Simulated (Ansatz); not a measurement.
# Mg3Ge2 (element-swapped structure): how the settings move a single-point run

Question: which choices in the input matter for Mg3Ge2 (element-swapped structure)?

Method: reference: DFT PBE, plane waves, PAW, scalar-relativistic, no spin polarisation, in Ansatz 0.2.0.

## Step 1: The system as given

It takes space group P-3m1 (No. 164, trigonal). The conventional cell has a = 4.202 Å, b = 4.202 Å, c = 6.642 Å, α = 90.00°, β = 90.00°, γ = 120.00°. Mg (site symmetry -3m) is surrounded by 6 Ge at 2.88 Å. Ge (site symmetry 3m) is surrounded by 7 Mg at 2.59 to 2.88 Å. Mg (site symmetry 3m) is surrounded by 4 Ge at 2.59 to 2.62 Å.

Structure file:

```cif
data_structure
_symmetry_space_group_name_H-M 'P 1'
_symmetry_Int_Tables_number 1
_cell_length_a 4.2019
_cell_length_b 4.2019
_cell_length_c 6.6423
_cell_angle_alpha 90.000
_cell_angle_beta 90.000
_cell_angle_gamma 60.000
_cell_volume 101.56
loop_
_atom_site_label
_atom_site_type_symbol
_atom_site_fract_x
_atom_site_fract_y
_atom_site_fract_z
_atom_site_occupancy
Mg1 Mg 0.00000 0.00000 0.00000 1
Ge1 Ge 0.33330 0.33340 0.23500 1
Ge2 Ge 0.66670 0.66660 0.76500 1
Mg2 Mg 0.33330 0.33340 0.63000 1
Mg3 Mg 0.66670 0.66660 0.37000 1
```

## Step 2: The reference run

Contents of input.yaml:

```yaml
crystal:
  lattice:
    - [2.100934, 3.63892, 0.0]
    - [-2.100934, 3.63892, 0.0]
    - [0.0, 0.0, 6.642314]
  atoms:
    - { symbol: Mg, position: [0.0, 0.0, 0.0] }
    - { symbol: Ge, position: [0.3333, 0.3334, 0.235] }
    - { symbol: Ge, position: [0.6667, 0.6666, 0.765] }
    - { symbol: Mg, position: [0.3333, 0.3334, 0.63] }
    - { symbol: Mg, position: [0.6667, 0.6666, 0.37] }
  symmetry: { tolerance: 0.0003 }
kpoints:
  mp_grid: { grid: [5, 5, 3], shift: [0, 0, 0] }
magnetization:
  spin_polarized: false
scf:
  occupations: { method: gaussian, width: 0.2846 }
hamiltonian:
  pseudopotentials: { kind: paw }
  xc: pbe
basis:
  ecutwfc: 420
output:
  forces: true
  stress: true
  eigenvalues: true
  write_density: true
  write_potential: true
  elf: true
  volumetric_format: npy
```

Started as:

```bash
ansatz run input.yaml --threads 1 --pin off --max-ram 2560MiB --backend cpu --events-out ev --progress --plain --runs-dir out
```

## Step 3: Variant: dr2_threshold 1.0e-11, dispersion d4, xc_grid 4

Changes to input.yaml since step 2:

```diff
@@ -18,2 +18,3 @@
   occupations: { method: gaussian, width: 0.2846 }
+  convergence: { dr2_threshold: 1.0e-11 }
 hamiltonian:
@@ -21,4 +22,6 @@
   xc: pbe
+  dispersion: d4
 basis:
   ecutwfc: 420
+  xc_grid: 4
 output:
@@ -27,5 +30 @@
   eigenvalues: true
-  write_density: true
-  write_potential: true
-  elf: true
-  volumetric_format: npy
```

## Step 4: Changing settings: starting moments, spin_polarized true, ecutwfc 700 eV

Contents of input.yaml:

```yaml
crystal:
  lattice:
    - [2.100934, 3.63892, 0.0]
    - [-2.100934, 3.63892, 0.0]
    - [0.0, 0.0, 6.642314]
  atoms:
    - { symbol: Mg, position: [0.0, 0.0, 0.0], spin: 3.0 }
    - { symbol: Ge, position: [0.3333, 0.3334, 0.235], spin: 3.0 }
    - { symbol: Ge, position: [0.6667, 0.6666, 0.765], spin: 3.0 }
    - { symbol: Mg, position: [0.3333, 0.3334, 0.63], spin: 1.0 }
    - { symbol: Mg, position: [0.6667, 0.6666, 0.37], spin: 3.0 }
  symmetry: { tolerance: 0.0003 }
kpoints:
  mp_grid: { grid: [5, 5, 3], shift: [0, 0, 0] }
magnetization:
  spin_polarized: true
scf:
  occupations: { method: gaussian, width: 0.2846 }
hamiltonian:
  pseudopotentials: { kind: paw }
  xc: pbe
basis:
  ecutwfc: "700 eV"
output:
  forces: true
  stress: true
  eigenvalues: true
```

## Step 5: Changed: mp_grid.shift [0.5, 0.5, 0.5], ecutwfc 550 eV

Changes to input.yaml since step 2:

```diff
@@ -13,3 +13,3 @@
 kpoints:
-  mp_grid: { grid: [5, 5, 3], shift: [0, 0, 0] }
+  mp_grid: { grid: [5, 5, 3], shift: [0.5, 0.5, 0.5] }
 magnetization:
@@ -22,3 +22,3 @@
 basis:
-  ecutwfc: 420
+  ecutwfc: "550 eV"
 output:
@@ -27,5 +27 @@
   eigenvalues: true
-  write_density: true
-  write_potential: true
-  elf: true
-  volumetric_format: npy
```

## Step 6: A further run, with the input changed

Changes to input.yaml since step 2:

```diff
@@ -15,5 +15,7 @@
 magnetization:
-  spin_polarized: false
+  spin_polarized: true
+  initial_magnetization: 1
 scf:
   occupations: { method: gaussian, width: 0.2846 }
+  max_iter: 80
 hamiltonian:
@@ -27,5 +29 @@
   eigenvalues: true
-  write_density: true
-  write_potential: true
-  elf: true
-  volumetric_format: npy
```

(Steps that only read results are left out.)

**Question.** What will these runs give? Wanted: for each run, ending; energy change; pressure; gap; force.

As calculated:

```
                                                     run     ending                                     energy change  pressure (GPa)  gap (eV)  force (eV/Å)  cycles   time
                                               reference  converged                                                 0             6.6      0.00          1.04       8  7.6 s
      1: dr2_threshold 1.0e-11, dispersion d4, xc_grid 4  converged  -237.5 meV/atom (offset of the dispersion model)             4.8      0.00          1.03      12  7.5 s
2: starting moments, spin_polarized true, ecutwfc 700 eV  converged                                     -0.6 meV/atom             6.6      0.00          1.04      17   55 s
        3: mp_grid.shift [0.5, 0.5, 0.5], ecutwfc 550 eV  converged                                    +13.9 meV/atom             6.7      0.00          1.07       8   11 s
         4: spin_polarized true, initial_magnetization 1  converged                                      0.0 meV/atom             6.6      0.00          1.04      17   18 s
```

Times don't compare one to one where runs were asked for different outputs or read a saved state (see the inputs); cycles may leave out searches for a lower state.

Residual by cycle in the longest SCF loop of each run; runs are numbered as in the table. The quantity is the density residual dr2, in eV.

```
cycle  reference    run 1    run 2    run 3    run 4
    1    0.00934  0.00934    0.814  0.00858    0.806
    2    0.00519  0.00519     0.52  0.00486    0.512
    4     6.5e-5   6.5e-5   0.0127   5.1e-5   0.0236
    5     2.1e-5   2.1e-5  0.00181   1.8e-5  0.00813
    7     3.7e-7   3.8e-7   1.8e-4   1.8e-7   2.2e-4
    8     3.7e-8   3.8e-8   1.7e-4   3.2e-8   8.2e-5
   10          -  1.6e-10   2.3e-5        -   2.7e-5
   11          -  1.6e-11   3.0e-5        -   5.2e-6
   13          -        -   2.0e-7        -   1.5e-7
   14          -        -   3.6e-8        -   6.0e-8
   16          -        -  4.4e-10        -   3.9e-9
   17          -        -  1.2e-11        -  7.6e-11
```

What this shows: Of the converged runs whose energies compare with the reference's, «mp_grid.shift [0.5, 0.5, 0.5], ecutwfc 550 eV» moves the energy most (+13.9 meV/atom). Of the variants the dearest is «starting moments, spin_polarized true, ecutwfc 700 eV» (55 s), the cheapest «dr2_threshold 1.0e-11, dispersion d4, xc_grid 4» (7.5 s), on a shared host.

The reference is no final answer either: its mesh is coarse for a cell with so small a gap or none; the structure is made up and not relaxed.
